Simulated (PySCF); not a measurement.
**TaO₂: doublet, from a bent start**

The task is one start of a wider search on TaO₂: the doublet, from a bent start. It is relaxed, tested by its Hessian and followed downhill if it is a saddle.

Program: PySCF 2.14.0. Level of theory: PBE, basis Ta def2-TZVP with ECP60, O def2-TZVP, scalar-relativistic core potentials, no spin–orbit coupling, density fitting. These are calculated values, not measurements.

**1. The starting structure**

3 atoms, charge 0, spin multiplicity 2.

Bond lengths: Ta1–O2 1.830 Å, Ta1–O3 1.830 Å. Angles: O2–Ta1–O3 110.0°.

```xyz
3
charge 0 multiplicity 2
Ta    0.0000    0.0000    0.0000
O     1.4990    0.0000    1.0496
O    -1.4990    0.0000    1.0496
```

**2. The SCF at the typed geometry**

The steps below are one call of a driver around PySCF. For each, scf.py gives the equivalent set-up of the SCF; relaxations use the driver's own optimiser. After this first run the driver tries any further starts and a stability analysis.

Contents of scf.py:

```python
from pyscf import gto, scf, dft
mol = gto.M(atom='''
Ta     0.000000     0.000000     0.000000
O      1.499000     0.000000     1.049600
O     -1.499000     0.000000     1.049600''',
    basis={'Ta': 'def2-TZVP', 'O': 'def2-TZVP'},
    ecp={'Ta': 'def2-TZVP'},
    charge=0, spin=1)
mf = dft.UKS(mol, xc='PBE')
mf.grids.atom_grid = (50, 194)
aux = {'Ta': 'def2-universal-JKFIT', 'O': 'def2-universal-JKFIT'}
mf = mf.density_fit(auxbasis=aux)
mf.conv_tol = 1e-08
mf.diis_space = 10
mf.max_cycle = 60
mf.init_guess = 'minao'
mf.verbose = 4
mf.kernel()
```

Started as:

```
OMP_NUM_THREADS=4 python axn.py task.json out
```

The log of the run:

```text
init E= -188.348258957811
[... the frontier-level lines of each cycle are left out ...]
cycle= 1 E= -207.140366003664  delta_E= -18.8  |g|= 0.871  |ddm|= 4.62
cycle= 2 E= -196.645498860876  delta_E= 10.5  |g|= 4.08  |ddm|= 2.73
cycle= 3 E= -207.278343718091  delta_E= -10.6  |g|= 0.536  |ddm|= 2.58
cycle= 4 E= -207.396488437526  delta_E= -0.118  |g|= 0.377  |ddm|= 0.939
cycle= 5 E= -207.448056867041  delta_E= -0.0516  |g|= 0.161  |ddm|= 0.326
cycle= 6 E= -207.454493130596  delta_E= -0.00644  |g|= 0.113  |ddm|= 0.0675
cycle= 7 E= -207.459335677604  delta_E= -0.00484  |g|= 0.0298  |ddm|= 0.0412
cycle= 8 E= -207.459697872992  delta_E= -0.000362  |g|= 0.00296  |ddm|= 0.0153
cycle= 9 E= -207.4597023233  delta_E= -4.45e-06  |g|= 0.000663  |ddm|= 0.00305
cycle= 10 E= -207.459702649427  delta_E= -3.26e-07  |g|= 0.000196  |ddm|= 0.000818
cycle= 11 E= -207.459702717012  delta_E= -6.76e-08  |g|= 8.86e-05  |ddm|= 0.000641
cycle= 12 E= -207.459702721376  delta_E= -4.36e-09  |g|= 1.55e-05  |ddm|= 0.0001
Extra cycle  E= -207.459702718858  delta_E= 2.52e-09  |g|= 8e-05  |ddm|= 5.07e-05
converged SCF energy = -207.459702718858  <S^2> = 0.76397084  2S+1 = 2.0139224
```

This step, with its further starts and checks, needed 9.8 s of wall time on 4 threads of Intel Xeon 6975P-C (Granite Rapids), shared host.

Energies from each starting density:

```csv
start,energy (Eh)
the minimal-basis guess,-207.459703
a thermally smeared density,-207.459703
a smeared PBE density,-207.459703
```

The test of internal stability and the other starts found no lower solution of this spin.

**3. Relaxation: bent start, doublet**

The program finds C2v symmetry in the start, which this walk keeps. The walk stops when the largest gradient is under 0.0003 Eh/bohr and the energy has settled too.

scf.py: that of step 2 with these lines changed.

```diff
@@ -3,3 +3,3 @@
-Ta     0.000000     0.000000     0.000000
-O      1.499000     0.000000     1.049600
-O     -1.499000     0.000000     1.049600''',
+Ta     0.000000     0.000000    -0.157682
+O      1.499000     0.000000     0.891918
+O     -1.499000     0.000000     0.891918''',
@@ -16 +15,0 @@
-mf.init_guess = 'minao'
```

The optimiser's trace:

```csv
step,energy (Eh),change (kJ/mol),largest symmetric gradient (Eh/bohr)
0,-207.459703,0.00,0.07276
1,-207.473060,-35.07,0.01981
2,-207.473926,-37.34,0.00584
3,-207.473965,-37.45,0.00043
4,-207.473966,-37.45,0.00001
```

The walk took 5.8 s.

End point (C2v, 4 steps, 37.4 kJ/mol gained): Ta–O 1.738 Å (×2); O–Ta–O 104.5°.

**4. Is it a minimum? Harmonic modes**

On the finer grid the gradient is checked again; gradients at displacements of ±0.02 bohr then give force constants and infrared intensities.

scf.py: that of step 3 with these lines changed.

```diff
@@ -3,3 +3,3 @@
-Ta     0.000000     0.000000    -0.157682
-O      1.499000     0.000000     0.891918
-O     -1.499000     0.000000     0.891918''',
+Ta     0.000000     0.000000    -0.158956
+O      1.375752     0.000000     0.903513
+O     -1.375752     0.000000     0.903513''',
@@ -10 +10 @@
-mf.grids.atom_grid = (50, 194)
+mf.grids.atom_grid = (75, 302)
@@ -13 +13 @@
-mf.conv_tol = 1e-08
+mf.conv_tol = 1e-10
```

The driver hands on the density of the step before, so the log starts near convergence.

SCF at the final geometry:

```text
init E= -207.474075665055
[... the frontier-level lines of each cycle are left out ...]
cycle= 1 E= -207.474075653293  delta_E= 1.18e-08  |g|= 0.000176  |ddm|= 9.78e-05
cycle= 2 E= -207.474075388486  delta_E= 2.65e-07  |g|= 0.000833  |ddm|= 0.000464
cycle= 3 E= -207.474075665601  delta_E= -2.77e-07  |g|= 1.05e-06  |ddm|= 0.000383
cycle= 4 E= -207.474075665601  delta_E= -2.27e-13  |g|= 5.99e-07  |ddm|= 7.26e-07
Extra cycle  E= -207.474075665598  delta_E= 3.3e-12  |g|= 2.98e-06  |ddm|= 1.94e-06
converged SCF energy = -207.474075665598  <S^2> = 0.7585989  2S+1 = 2.0085805
```

The whole step took 21 s.

Geometry: C2v; Ta–O 1.738 Å (×2); O–Ta–O 104.6°.

Harmonic modes (main isotopes):

```
symmetry  ω (cm⁻¹)  IR (km/mol)  μ (u)     type
      a1       337          3.9  17.27     bend
      b2       913          149  17.59  stretch
      a1       973         45.5  17.07  stretch
```

No imaginary mode, so this is a minimum.

Constants and moments:

| Quantity | Value |
| --- | --- |
| Dipole moment | 5.12 D |
| Highest occupied level | -5.68 eV |
| Lowest empty level | -4.28 eV |
| Rotational constants | 0.5494, 0.2784, 0.1848 cm⁻¹ |
| Zero-point energy | 13.3 kJ/mol |
| Principal polarisabilities | 54.6, 57.1, 64.0 bohr³ |
| Atomisation energy without zero-point energy | 1569 kJ/mol |
| Principal traceless quadrupole moments about the centre of mass | -6.79, 1.74, 5.05 D Å |
| Entropy at 298.15 K and 1 bar (electronic part: spin only) | 280.4 J/(mol K) |
| Heat capacity Cp at 298.15 K | 43.7 J/(mol K) |
| Enthalpy at 298.15 K above 0 K | 11.15 kJ/mol |
| Rotational symmetry number | 2 |
| Spin squared ⟨S²⟩ | 0.759 |

Populations by atom (charges in e):

```csv
atom,Mulliken,Löwdin,polar tensor,spin (Mulliken),Mayer order to Ta1
Ta1,0.87,0.52,1.34,1.18,–
"O2,3",-0.43,-0.26,-0.67,-0.09,2.23
```

Mulliken populations on Ta1 (outside its core potential): s 2.79, p 6.23, d 3.00, f 0.10.

**5. Outcome**

| quantity | value |
| --- | --- |
| minimum | doublet, C2v |
| geometry | Ta–O 1.738 Å (×2); O–Ta–O 104.6° |
| wavenumbers (cm⁻¹) | 337 (a1), 913 (b2), 973 (a1) |
| dipole moment | 5.12 D |
| highest occupied, lowest empty level (either spin) | -5.68, -4.28 eV |
| polar-tensor charge of Ta1 | +1.34 e |
| zero-point energy | 13.3 kJ/mol |
| entropy at 298.15 K | 280.4 J/(mol K) |
| atomisation energy (no zero-point energy) | 1569 kJ/mol |
| ⟨S²⟩ | 0.759 |

What this shows: The bent start keeps its C2v symmetry and ends in a minimum. In the infrared the band at 913 cm⁻¹ (b2, stretch) leads. With 5.1 D the molecule is strongly polar. Most of the spin sits on Ta1 (Mulliken spin 1.18, against 1 for the whole molecule). Only this shape and spin were tried, so other structures or states may lie lower. One determinant may miss the lowest occupation of an open d or f shell. With an element this heavy the missing spin–orbit coupling can shift these numbers.

The search up to here took 36 s.
